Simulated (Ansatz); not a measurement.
# CH3Cl3HfS: the cost of one run

Program: Ansatz 0.2.0, Gaussian basis. Level of theory: the settings change from run to run. These are calculated values, not measurements.

### 1 The molecule

The structure was relaxed beforehand with PBE0-D4 in a triple-zeta def2 set. Hf takes a core potential in def2 sets; no spin-orbit term is included.

SMILES `C[S][Hf]([Cl])([Cl])[Cl]`, 9 atoms, charge 0, spin multiplicity 1.

Atoms are counted from 1 here; the program's logs count them from 0.

Bond lengths: C1–S2 1.829 Å, C1–H7 1.089 Å, C1–H8 1.098 Å, C1–H9 1.089 Å, S2–Hf3 2.386 Å, Hf3–Cl4 2.335 Å, Hf3–Cl5 2.320 Å, Hf3–Cl6 2.335 Å. Angles: S2–C1–H7 108.6°, S2–C1–H8 114.1°, S2–C1–H9 108.6°, H7–C1–H8 107.4°, H7–C1–H9 110.7°, H8–C1–H9 107.4°, C1–S2–Hf3 89.8°, S2–Hf3–Cl4 108.9°, S2–Hf3–Cl5 106.9°, S2–Hf3–Cl6 108.9°, Cl4–Hf3–Cl5 111.3°, Cl4–Hf3–Cl6 109.6°, Cl5–Hf3–Cl6 111.2°.

### 2 B2GP-PLYP/def2-SVP

This run has high accuracy.

in.yaml

```yaml
crystal:
  periodic: [false, false, false]
  atoms:
    - {symbol: C, position_ang: [-0.044410, -1.342095, 0.817494]}
    - {symbol: S, position_ang: [1.369106, -0.815092, -0.216170]}
    - {symbol: Hf, position_ang: [0.191121, 1.177339, -0.795162]}
    - {symbol: Cl, position_ang: [-1.808390, 0.592807, -1.850436]}
    - {symbol: Cl, position_ang: [1.570672, 2.386568, -2.215288]}
    - {symbol: Cl, position_ang: [-0.272359, 2.374267, 1.155712]}
    - {symbol: H, position_ang: [0.299101, -1.454136, 1.844276]}
    - {symbol: H, position_ang: [-0.881918, -0.632221, 0.826793]}
    - {symbol: H, position_ang: [-0.422922, -2.287436, 0.432781]}
basis:
  gaussian: {orbitals: def2-SVP}
hamiltonian: {xc: {name: B2GP-PLYP}}
accuracy: high
output: {forces: true}
```

Run with:

```
> ansatz run in.yaml --threads 4 --pin off --events-out ev --progress --plain --max-ram 11315MiB
```

What time and memory should one allow on 4 threads of Arm Neoverse V1, shared host?

About 33 s, with a peak of 0.78 GiB.
